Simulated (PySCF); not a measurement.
# CoCl₂: relaxation and vibrations of the quartet

The task is one start of a wider search on CoCl₂: the quartet, from a linear start. It is relaxed, tested by its Hessian and followed downhill if it is a saddle.

Program: PySCF 2.14.0. Level of theory: BP86, basis Co def2-TZVP, Cl def2-TZVP, no relativity, density fitting. These are calculated values, not measurements.

## Step 1: Where the work starts

3 atoms, charge 0, spin multiplicity 4.

Bond lengths: Co1–Cl2 2.100 Å, Co1–Cl3 2.100 Å. Angles: Cl2–Co1–Cl3 180.0°.

Coordinates in bohr (charge 0 multiplicity 4):
```
Co    0.0000    0.0000    0.0000
Cl    0.0000    0.0000    3.9684
Cl    0.0000    0.0000   -3.9684
```

## Step 2: Linear start, quartet: relaxation

One driver script runs all steps and calls PySCF; scf.py shows how it sets up the SCF of each step. The optimiser is the driver's own. Before each start the driver seeks the lowest SCF state from one or more starting densities and follows internal instabilities, so scf.py alone need not reach the same state.

The program finds D∞h symmetry in the start, which this walk keeps.

The input, scf.py:

```python
from pyscf import gto, scf, dft
mol = gto.M(atom='''
Co     0.000000     0.000000     0.000000
Cl     0.000000     0.000000     2.100000
Cl     0.000000     0.000000    -2.100000''',
    basis={'Co': 'def2-TZVP', 'Cl': 'def2-TZVP'},
    charge=0, spin=3)
mf = dft.UKS(mol, xc='B88,P86')
mf.grids.atom_grid = (50, 194)
aux = {'Co': 'def2-universal-JKFIT', 'Cl': 'def2-universal-JKFIT'}
mf = mf.density_fit(auxbasis=aux)
mf.kernel()
```

Energy and gradient, step by step:

```
step   energy (Eh)  change (kJ/mol)  largest symmetric gradient (Eh/bohr)
   0  -2303.615128             0.00                               0.00645
   1  -2303.615362            -0.61                               0.00258
   2  -2303.615403            -0.72                               0.00016
   3  -2303.615403            -0.72                               0.00000
```

The walk ran for 5.5 s (4 threads, shared host).

After 3 steps and 0.7 kJ/mol it ends at D∞h: Co–Cl 2.078 Å (×2); Cl–Co–Cl 180.0°.

## Step 3: Is it a minimum? Harmonic modes

On the finer grid the gradient is checked again; gradients at displacements of ±0.01 bohr then give force constants and infrared intensities.

Edit scf.py of step 2 so:

```diff
@@ -3,3 +3,3 @@
-Co     0.000000     0.000000     0.000000
-Cl     0.000000     0.000000     2.100000
-Cl     0.000000     0.000000    -2.100000''',
+Co     0.000000     0.000000    -0.000000
+Cl     0.000000     0.000000     2.077816
+Cl     0.000000    -0.000000    -2.077816''',
@@ -9 +9 @@
-mf.grids.atom_grid = (50, 194)
+mf.grids.atom_grid = (75, 302)
```

The driver hands on the density of the step before, so the log starts near convergence.

SCF at the final geometry:

```text
init E= -2303.61526815191
[... the frontier-level lines of each cycle are left out ...]
cycle= 1 E= -2303.61526814619  delta_E= 5.72e-09  |g|= 0.000148  |ddm|= 6.94e-05
cycle= 2 E= -2303.61526789669  delta_E= 2.5e-07  |g|= 0.000971  |ddm|= 0.000456
cycle= 3 E= -2303.61526815206  delta_E= -2.55e-07  |g|= 6.34e-06  |ddm|= 0.000399
cycle= 4 E= -2303.61526815208  delta_E= -1.59e-11  |g|= 1.19e-06  |ddm|= 6e-06
Extra cycle  E= -2303.61526815209  delta_E= -1.18e-11  |g|= 2.08e-06  |ddm|= 1.01e-05
converged SCF energy = -2303.61526815209  <S^2> = 3.7576791  2S+1 = 4.0038377
```

The whole step took 15 s.

Geometry: D∞h; Co–Cl 2.078 Å (×2); Cl–Co–Cl 180.0°.

Harmonic modes (main isotopes):

| ω (cm⁻¹) | IR (km/mol) |
| --- | --- |
| 71 | 5.7 |
| 71 | 5.7 |
| 351 | 0.0 |
| 499 | 88.4 |

All wavenumbers are real: a minimum.

The SCF density has lower symmetry than the nuclear frame, so the modes carry no labels; pairs that should be degenerate can split.

Properties at this point:

```yaml
Dipole_moment: 0.00 D
Highest_occupied_level: -6.75 eV
Lowest_empty_level: -6.30 eV
Rotational_constants: 0.05583 cm⁻¹
Zero-point_energy: 5.9 kJ/mol
Principal_polarisabilities: 33.1, 33.1, 100.1 bohr³
Atomisation_energy_without_zero-point_energy: 833 kJ/mol
Principal_traceless_quadrupole_moments_about_the_centre_of_mass: -5.29, 2.64, 2.64 D Å
Entropy_at_298.15_K_and_1_bar_electronic_part_spin_only: 294.0 J/(mol K)
Heat_capacity_Cp_at_298.15_K: 57.4 J/(mol K)
Enthalpy_at_298.15_K_above_0_K: 14.37 kJ/mol
Rotational_symmetry_number: 2
Spin_squared_⟨S²⟩: 3.758
```

Charges (e) and bond orders:

```csv
atom,Mulliken,Löwdin,polar tensor,spin (Mulliken),Mayer order to Co1
Co1,0.53,-0.21,0.86,2.48,–
"Cl2,3",-0.26,0.11,-0.43,0.26,1.23
```

Outer orbital energies (eV). α occupied: -9.87, -9.17, -8.76, -8.64, -8.64, -7.75, -7.68, -7.68; empty: -1.56, 0.15, 0.15, 2.13. β occupied: -10.68, -9.06, -8.89, -8.89, -8.35, -8.35, -7.55, -6.75; empty: -6.30, -5.84, -5.84, -1.20.

Mulliken populations on Co1: s 6.72, p 12.32, d 7.43, f 0.00.

## Step 4: Outcome

| quantity | value |
| --- | --- |
| minimum | quartet, D∞h |
| geometry | Co–Cl 2.078 Å (×2); Cl–Co–Cl 180.0° |
| wavenumbers (cm⁻¹) | 71, 71, 351, 499 |
| dipole moment | 0.00 D |
| highest occupied, lowest empty level (either spin) | -6.75, -6.30 eV |
| polar-tensor charge of Co1 | +0.86 e |
| zero-point energy | 5.9 kJ/mol |
| entropy at 298.15 K | 294.0 J/(mol K) |
| atomisation energy (no zero-point energy) | 833 kJ/mol |
| ⟨S²⟩ | 3.758 |

**Reading.** The molecule stays D∞h, as typed, and the end point is a minimum. The strongest infrared band lies at 499 cm⁻¹ (stretch). Co1 has a polar-tensor charge of +0.9 e (a dipole derivative, not a static charge), yet symmetry cancels the bond dipoles. Most of the spin sits on Co1 (Mulliken spin 2.48, against 3 for the whole molecule). Other starts or spin states, not run here, may lie lower. The SCF density has lower symmetry than the nuclear frame. Take wavenumbers under 90 cm⁻¹ as rough. One determinant may miss the lowest occupation of an open d or f shell.

The search up to here took 38 s.
